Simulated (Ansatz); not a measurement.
# SiNH2F2 (SMILES [NH][SiH](F)F) at UHF/def2-SVPD

What is the electronic atomisation energy of SiNH2F2 at UHF/def2-SVPD? 

Program for the calculation: Ansatz 0.2.0.

54 further runs of the same task are left out: 54 set aside as unsound or not needed.

## Step 1: Starting point

The species is SiNH2F2 (6 atoms), meant as a doublet with charge 0. As SMILES, `[NH][SiH](F)F`. Geometry: relaxed at PBE0-D4/def2-TZVP. This is one conformer, not always the lowest.

Bond lengths: N1–Si2 1.727 Å, Si2–F3 1.580 Å, Si2–F4 1.587 Å, N1–H5 1.021 Å, Si2–H6 1.473 Å. Angles: N1–Si2–F3 107.9°, N1–Si2–F4 114.0°, F3–Si2–F4 106.4°, N1–Si2–H6 109.2°, F3–Si2–H6 109.9°, F4–Si2–H6 109.3°, Si2–N1–H5 116.5°.

## Step 2: The energy at UHF/def2-SVPD

run.yaml

```yaml
crystal:
  periodic: [false, false, false]
  atoms:
    - {symbol: N, position_ang: [-0.025400, 1.001700, -0.903700]}
    - {symbol: Si, position_ang: [0.188000, -0.244900, 0.273000]}
    - {symbol: F, position_ang: [1.578700, -0.941400, -0.004700]}
    - {symbol: F, position_ang: [-0.908600, -1.390200, 0.207400]}
    - {symbol: H, position_ang: [-0.977800, 1.156700, -1.236500]}
    - {symbol: H, position_ang: [0.187200, 0.354100, 1.618300]}
basis:
  gaussian:
    orbitals: def2-SVPD
hamiltonian:
  xc: hf
magnetization:
  spin_polarized: true
  initial_magnetization: 1
output: {orbitals: {seedname: orbitals}}
accuracy: high
```

On the command line:

```
$ ansatz run run.yaml --threads 1 --pin off --max-ram 3480MiB --events-out events.jsonl --progress --plain --runs-dir runs
```

The program printed:

```text
Warning: RAYON_NUM_THREADS=1 ignored (pool sized by the plan → 1); use --threads N
Functional definition: HF
  name "HF"
  exchange = exact_x
  correlation = 0
2113 factors; integrals over basis functions are off by at most 3.2e-9 eV
mean field evaluation 1: about -14779.3590 eV, gradient 2.7e1 eV
mean field evaluation 2: about -14779.3682 eV, gradient 2.7e1 eV
mean field evaluation 4: about -14782.4809 eV, gradient 2.5e0 eV
mean field evaluation 8: about -14782.5652 eV, gradient 2.0e-1 eV
mean field evaluation 16: about -14782.5719 eV, gradient 2.0e-8 eV
mean field evaluation 32: about -14781.5206 eV, gradient 2.1e-1 eV
mean field evaluation 64: about -14781.6475 eV, gradient 7.9e-1 eV
mean field -14782.57194962 eV, -543.2494991615 hartree, gradient 2.1e-8 eV, S^2 0.758425; 0 other end points of the search recorded, 0 dependent functions left out
reference -14782.57194962 eV, -543.2494991615 hartree; 21, 20 occupied and 85, 86 virtual orbitals, 2113 factors
Total energy: -14782.57194962 eV, -543.2494991615 hartree
```

Wall time 4.2 s (1 thread of AMD EPYC 9R45 (Zen 5), shared host); peak memory 0.39 GiB.

## Step 3: The F atom at the same level

input.yaml

```yaml
basis:
  gaussian: {orbitals: def2-SVPD}
crystal:
  periodic: [false, false, false]
  atoms:
    - symbol: F
      position_ang: [0.000000, 0.000000, 0.000000]
magnetization: {spin_polarized: true, initial_magnetization: 1}
hamiltonian: {xc: hf}
accuracy: high
```

Run the same way, it converges to -99.28960 Eh (log not shown).

## Step 4: The H atom, same level

run.yaml

```yaml
crystal:
  periodic: [false, false, false]
  atoms:
    - {symbol: H, position_ang: [0.000000, 0.000000, 0.000000]}
basis:
  gaussian: {orbitals: def2-SVPD}
total_charge: 0
magnetization: {spin_polarized: true, initial_magnetization: 1}
hamiltonian: {xc: hf}
accuracy: high
```

Run the same way, it converges to -0.49928 Eh (log not shown).

## Step 5: The N atom, same level

molecule.yaml

```yaml
crystal:
  periodic: [false, false, false]
  atoms:
    - symbol: N
      position_ang: [0.000000, 0.000000, 0.000000]
basis:
  gaussian: {orbitals: def2-SVPD}
total_charge: 0
magnetization: {spin_polarized: true, initial_magnetization: 3}
hamiltonian: {xc: hf}
accuracy: high
```

On the command line:

```
$ ansatz run molecule.yaml --threads 1 --pin off --max-ram 3480MiB --events-out events.jsonl --progress --plain --runs-dir runs
```

The program printed:

```text
Warning: RAYON_NUM_THREADS=1 ignored (pool sized by the plan → 1); use --threads N
[... 4 set-up lines as earlier in the session ...]
163 factors; integrals over basis functions are off by at most 3.0e-9 eV
mean field evaluation 1: about -1478.4809 eV, gradient 4.0e0 eV
mean field evaluation 2: about -1478.4935 eV, gradient 4.1e0 eV
mean field evaluation 4: about -1478.5920 eV, gradient 1.6e-1 eV
mean field evaluation 8: about -1478.5922 eV, gradient 6.3e-5 eV
mean field -1478.59220361 eV, -54.3372612568 hartree, gradient 1.6e-8 eV, S^2 3.759024; 0 other end points of the search recorded, 0 dependent functions left out
reference -1478.59220361 eV, -54.3372612568 hartree; 5, 2 occupied and 15, 18 virtual orbitals, 163 factors
Total energy: -1478.59220361 eV, -54.3372612568 hartree
```

Wall time 0.06 s (1 thread of AMD EPYC 9R45 (Zen 5), shared host).

## Step 6: The Si atom at the same level

molecule.yaml

```yaml
crystal:
  periodic: [false, false, false]
  atoms:
    - {symbol: Si, position_ang: [0.000000, 0.000000, 0.000000]}
basis:
  gaussian:
    orbitals: def2-SVPD
hamiltonian:
  xc: hf
magnetization:
  spin_polarized: true
  initial_magnetization: 2
accuracy: high
```

Run the same way, it converges to -288.75424 Eh (log not shown).

## Step 7: Summary of results

Level: UHF/def2-SVPD.

| quantity | value |
| --- | --- |
| molecule: total energy | -543.24950 Eh |
| molecule: HOMO energy (highest over α and β) | -12.61 eV |
| molecule: LUMO energy (lowest over α and β) | 0.85 eV |
| molecule: ⟨S²⟩ | 0.758 |
| F atom: total energy | -99.28960 Eh |
| F atom: ⟨S²⟩ | 0.754 |
| H atom: total energy | -0.49928 Eh |
| H atom: ⟨S²⟩ | 0.750 |
| N atom: total energy | -54.33726 Eh |
| N atom: ⟨S²⟩ | 3.759 |
| Si atom: total energy | -288.75424 Eh |
| Si atom: ⟨S²⟩ | 2.014 |
| electronic atomisation energy | 15.789 eV |

**Reading.** Taking the molecule apart into free atoms costs 15.79 eV (364 kcal/mol), before zero-point energy and without spin-orbit coupling. Hartree–Fock lacks the correlation of the bonding pairs, which as a rule makes this value much too low; in minimal bases other errors can mask that.
